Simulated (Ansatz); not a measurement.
# B₂H₄S₂: basis-set convergence

One table from this session's results is given with a row withheld; the runs are named, their logs left out.

Method: one geometry, several basis sets; program: Ansatz 0.2.0, Gaussian basis.

Levels to be run: PBE0-D4/def2-SVP; ωB97M-V/def2-SVP; PBE0-D4/def2-QZVPP; ωB97M-V/def2-QZVPP; the functionals' def2-TZVPP values are taken from earlier runs.

## The geometry

All runs share one geometry, relaxed beforehand with PBE0-D4 in a triple-zeta def2 set.

8 atoms, charge 0, spin multiplicity 1.

Atoms are counted from 1 here; the program's logs count them from 0.

Bond lengths: B1–S2 1.784 Å, B1–H5 1.191 Å, B1–H6 1.192 Å, S2–B3 1.815 Å, B3–S4 1.780 Å, B3–H7 1.189 Å, S4–H8 1.343 Å. Angles: S2–B1–H5 120.7°, S2–B1–H6 116.5°, H5–B1–H6 122.8°, B1–S2–B3 102.6°, S2–B3–S4 117.5°, S2–B3–H7 120.8°, S4–B3–H7 121.6°, B3–S4–H8 96.8°.

The first run:

in.yaml

```yaml
crystal:
  periodic: [false, false, false]
  atoms:
    - {symbol: B, position_ang: [-0.346068, 1.761916, -0.711410]}
    - {symbol: S, position_ang: [-0.302453, 0.914303, 0.857663]}
    - {symbol: B, position_ang: [0.158429, -0.775839, 0.382141]}
    - {symbol: S, position_ang: [0.316335, -1.981910, 1.681771]}
    - {symbol: H, position_ang: [-0.100173, 1.182691, -1.722072]}
    - {symbol: H, position_ang: [-0.630726, 2.918993, -0.683831]}
    - {symbol: H, position_ang: [0.346089, -1.058537, -0.756978]}
    - {symbol: H, position_ang: [0.650668, -3.018816, 0.896816]}
basis:
  gaussian: {orbitals: def2-SVP}
hamiltonian: {xc: pbe0, dispersion: d4}
output: {orbitals: {seedname: orbitals}}
```

Started as:

```
$ ansatz run in.yaml --threads 2 --pin off --events-out ev --progress --plain --max-ram 4352MiB
```

Steps of the session up to this table: PBE0-D4 in def2-SVP; ωB97M-V in def2-SVP; PBE0-D4 in def2-QZVPP; ωB97M-V in def2-QZVPP.

One table of the session follows, with a row left open; its other results are not shown here.

It belongs to the step «Functionals by basis». 

| functional | basis | HOMO (eV) | LUMO (eV) |
| --- | --- | --- | --- |
| PBE0-D4 | def2-SVP | -7.95 | -1.80 |
| PBE0-D4 | def2-TZVPP | -8.01 | -1.92 |
| PBE0-D4 | def2-QZVPP | -8.03 | -1.95 |
| ωB97M-V | def2-SVP | ? | ? |
| ωB97M-V | def2-TZVPP | -10.08 | 0.06 |
| ωB97M-V | def2-QZVPP | -10.10 | 0.01 |

Q: Estimate the row for ωB97M-V, def2-SVP from the others.

The run gave: HOMO (eV): -9.97; LUMO (eV): 0.25. In the column «HOMO (eV)» it lies between ωB97M-V, def2-TZVPP (-10.08) and PBE0-D4, def2-QZVPP (-8.03).
